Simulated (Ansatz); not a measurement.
# ClFHSn: the cost of one run

Method: UKS PBE-D4/def2-SVPD, in Ansatz 0.2.0.

## (1) Starting point

Bond lengths: F1–Sn2 1.906 Å, Sn2–Cl3 2.326 Å, Sn2–H4 1.795 Å. Angles: F1–Sn2–Cl3 107.7°, F1–Sn2–H4 111.8°, Cl3–Sn2–H4 107.7°.

Coordinates:

```xyz
4

F    -1.5902    0.2238    0.8750
Sn   -0.2598   -0.1719   -0.4306
Cl    1.3978   -1.4307    0.6080
H     0.5078    1.3185   -1.0726
```

## (2) End point A

Input file input.yaml:

```yaml
crystal:
  periodic: [false, false, false]
  atoms:
    - { symbol: F, position_ang: [-1.5902, 0.2238, 0.875] }
    - { symbol: Sn, position_ang: [-0.2598, -0.1719, -0.4306] }
    - { symbol: Cl, position_ang: [1.3978, -1.4307, 0.608] }
    - { symbol: H, position_ang: [0.5078, 1.3185, -1.0726] }
magnetization:
  spin_polarized: true
  initial_magnetization: 1
basis:
  gaussian: { orbitals: def2-SVPD }
hamiltonian:
  xc: pbe
  dispersion: d4
relax:
  f_tol: 0.015
  max_steps: 40
output:
  orbitals: {}
```

The run is started by

```sh
$ ansatz run input.yaml --threads 2 --pin off --max-ram 3072MiB --backend cpu --events-out ev --progress --plain --runs-dir out
```

Q: Estimate wall time and peak memory on 2 threads of AMD EPYC 9R14 (Zen 4), shared host.

About 6.7 s, with a peak of 0.21 GiB.
